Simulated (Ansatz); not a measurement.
# C₂H₅FSZn: small, medium and large basis sets

Aim: see how fast density functionals converge with the basis set for C₂H₅FSZn.

Program: Ansatz 0.2.0, Gaussian basis. Level of theory: one geometry, several basis sets. These are calculated values, not measurements.

Plan: PBE0-D4/def2-SVP; ωB97M-V/def2-SVP; PBE0-D4/def2-QZVPP; ωB97M-V/def2-QZVPP; the functionals' def2-TZVPP values are taken from earlier runs.

**1. Structure used throughout**

The geometry comes from an earlier relaxation with PBE0-D4 in a triple-zeta def2 set; it is a stationary point, not always the lowest conformer.

SMILES `[CH3][Zn][CH](F)S`, 10 atoms, charge 0, spin multiplicity 1.

Atoms are counted from 1 here; the program's logs count them from 0.

Bond lengths: C1–Zn2 1.934 Å, C1–H6 1.093 Å, C1–H7 1.093 Å, C1–H8 1.092 Å, Zn2–C3 1.971 Å, C3–F4 1.398 Å, C3–S5 1.795 Å, C3–H9 1.095 Å, S5–H10 1.344 Å. Angles: Zn2–C1–H6 110.7°, Zn2–C1–H7 111.0°, Zn2–C1–H8 110.8°, H6–C1–H7 108.0°, H6–C1–H8 108.2°, H7–C1–H8 108.1°, C1–Zn2–C3 177.9°, Zn2–C3–F4 112.3°, Zn2–C3–S5 111.1°, Zn2–C3–H9 112.1°, F4–C3–S5 111.5°, F4–C3–H9 106.5°, S5–C3–H9 102.9°, C3–S5–H10 99.1°.

**2. PBE0-D4 in def2-SVP**

File in.yaml:

```yaml
crystal:
  periodic: [false, false, false]
  atoms:
    - {symbol: C, position_ang: [-0.457482, 0.333177, 2.110965]}
    - {symbol: Zn, position_ang: [-0.089223, -0.247168, 0.302733]}
    - {symbol: C, position_ang: [0.310668, -0.772179, -1.554715]}
    - {symbol: F, position_ang: [-0.834291, -1.169319, -2.252182]}
    - {symbol: S, position_ang: [1.186808, 0.533544, -2.419873]}
    - {symbol: H, position_ang: [0.387113, 0.109763, 2.767181]}
    - {symbol: H, position_ang: [-0.638203, 1.410048, 2.146569]}
    - {symbol: H, position_ang: [-1.340349, -0.173207, 2.507839]}
    - {symbol: H, position_ang: [1.011337, -1.612181, -1.604403]}
    - {symbol: H, position_ang: [0.463611, 1.587532, -2.004115]}
basis:
  gaussian: {orbitals: def2-SVP}
hamiltonian: {xc: pbe0, dispersion: d4}
output: {orbitals: {seedname: orbitals}}
```

Further steps of the session: ωB97M-V in def2-SVP; PBE0-D4 in def2-QZVPP; ωB97M-V in def2-QZVPP.

**Question.** What will the summary of the whole plan be? Wanted: PBE0-D4: double and triple zeta above quadruple; ωB97M-V: double and triple zeta above quadruple.

**Answer**, as computed:

| quantity | value |
| --- | --- |
| PBE0-D4: double and triple zeta above quadruple | 18.41, 1.79 eV |
| ωB97M-V: double and triple zeta above quadruple | 18.51, 1.73 eV |

**Reading.** PBE0-D4 gains 16.63 eV from double to triple zeta, then 1.79 eV more. These are total energies; as a rule much of such shifts cancels in differences, which this series doesn't test. The LUMO of ωB97M-V is positive and keeps falling with the basis (1.27 to 0.54 eV): an unbound level that the basis holds in place.
